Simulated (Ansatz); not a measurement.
Consider an atomisation energy of CH3AlBrF, SMILES F[CH]([AlH2])Br (Ansatz 0.2.0 through its Python package).

`tae.py`:
```python
"""Atomisation energy of CH3AlBrF at the given geometry."""

from collections import Counter

import ansatz as az

BASIS_SET = "def2-TZVP"
LEVEL = "mp2"


def energy_of(molecule, charge=0, unpaired=0):
    calc = (
        molecule.calculation()
        .basis(gaussian=BASIS_SET)  # the orbital basis, by name
        .correlation(LEVEL)
    )
    if charge:
        calc = calc.charge(charge)
    if unpaired:
        calc = calc.spin("collinear", total=unpaired)
    return calc.run().report["free_energy_ev"]

GEOMETRY = """
F    -0.50970   -1.84570   -0.04060
C    -0.46900   -0.51830   -0.55110
Al    0.72500    0.55640    0.58680
Br   -2.14410    0.31070   -0.56480
H    -0.06340   -0.55460   -1.60230
H     0.21860    1.88120    1.33560
H     2.30380    0.10230    0.79080
"""


def main() -> None:
    system = az.Crystal.molecule()
    for line in GEOMETRY.strip().splitlines():
        symbol, *xyz = line.split()
        system = system.atom(symbol, [float(v) for v in xyz])

    # Hund ground states
    unpaired = {"F": 1, "C": 2, "Al": 1, "Br": 1, "H": 1}
    counts = Counter(site.symbol for site in system.cartesian_sites)
    atom_energy = {s: energy_of(az.Crystal.molecule().atom(s, (0, 0, 0)), 0, unpaired[s]) for s in counts}
    whole = energy_of(system, 0, 0)
    for s, e in atom_energy.items():
        print(f"{s:2s} x{counts[s]}  {e:14.5f} eV")
    print(f"CH3AlBrF: {whole:.5f} eV")
    split = sum(counts[s] * e for s, e in atom_energy.items()) - whole
    print(f"atomisation energy (no zero-point term): {96.485332 * split:.1f} kJ/mol, {split / sum(counts.values()):.3f} eV an atom")


if __name__ == "__main__":
    main()
```

What does it cost to take this molecule apart into atoms?

1975.5 kJ/mol from the electronic energies, without the zero-point term.

What the script printed:

```console
$ python tae.py
F  x1     -2710.51497 eV
C  x1     -1027.46354 eV
Al x1     -6582.68836 eV
Br x1    -70005.19084 eV
H  x3       -13.60052 eV
CH3AlBrF: -80387.13368 eV
atomisation energy (no zero-point term): 1975.5 kJ/mol, 2.925 eV an atom
```

Reading the output:
- Total energies depend on the basis set; only differences at equal settings carry meaning.
- The geometry is a force-field or estimated start, not a minimum of this method, and the basis set is short of its limit. All parts are taken at fixed geometry, without zero-point energy.
- The spin-orbit lowering of heavy atoms is left out.
- Hardware and time: 3.9 s on 1 thread of Intel(R) Xeon(R) 6975P-C (Granite Rapids), on a shared host, peak memory 0.39 GiB.
